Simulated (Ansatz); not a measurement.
**TiH2O (singlet): wave-function methods side by side, def2-TZVPP**

An exercise on one series of results from a longer session: the logs are not shown, and one member is left open.

Program: Ansatz 0.2.0, Gaussian basis. Level of theory: def2-TZVPP, core rule «outside noble gas», up to 10 orbitals frozen. These are calculated values, not measurements.

To be run: UHF; CCSD(T) on RHF; CCSD(T) on UHF; CCSDT(Q) on RHF.

### The system

The geometry is a PBE0/def2-TZVP stationary point (not a proven minimum).

4 atoms, charge 0, spin multiplicity 1.

Atoms are counted from 1 here; the program's logs count them from 0.

Bond lengths: Ti1–O2 2.044 Å, O2–H3 0.981 Å, O2–H4 0.981 Å. Angles: Ti1–O2–H3 103.2°, Ti1–O2–H4 103.2°, H3–O2–H4 106.9°.

The first run:

in.yaml

```yaml
crystal:
  periodic: [false, false, false]
  atoms:
    - {symbol: Ti, position_ang: [0.016738, 0.000000, 0.565894]}
    - {symbol: O, position_ang: [-0.103234, 0.000000, -1.474968]}
    - {symbol: H, position_ang: [0.421905, 0.787859, -1.730774]}
    - {symbol: H, position_ang: [0.421904, -0.787859, -1.730774]}
basis:
  gaussian: {orbitals: def2-TZVPP}
magnetization: {spin_polarized: true, initial_magnetization: 0}
hamiltonian: {xc: hf}
output: {orbitals: {seedname: orbitals}}
```

Started as:

```
$ ansatz run in.yaml --threads 1 --pin off --events-out ev --progress --plain --max-ram 4096MiB --backend cpu
```

Among the steps run: UHF; CCSD(T) on RHF; CCSD(T) on UHF; CCSDT(Q) on RHF.

One table of the session follows, with a row left open; its other results are not shown here.

It belongs to the step «Misses and costs». 

```
   method  from RCCSDT(Q) (meV)
      RHF              +10311.6
      UHF               +8933.4
     RMP2               +1346.8
     UMP2                +465.4
    RCCSD                +569.8
    UCCSD                -460.4
 RCCSD(T)                +143.1
 UCCSD(T)                     ?
   RCCSDT                 +47.5
RCCSDT(Q)                     0
```

Estimate the missing values for UCCSD(T).

The run gave: from RCCSDT(Q) (meV): -892.7. In the column «from RCCSDT(Q) (meV)» it is the lowest.

The program flags UCCSD(T) as in doubt (see the logs), so those rows may rest on another solution; read them beside their warnings.

Caveats from the session: The determinant is far from a pure spin state, so its energy mixes those of several spin states (harmless only where they are near-degenerate, as at dissociation). The program flags UCCSD(T) as in doubt, so those rows may rest on another solution; read them beside their warnings. Warnings: restricted reference is unstable; spin contamination; coupled cluster took another determinant than the lowest; large T1 diagnostic. Restricted and unrestricted rows rest on different reference determinants; where their highest levels disagree by more than a few hundredths of an eV, they describe different states and don't form one ladder.
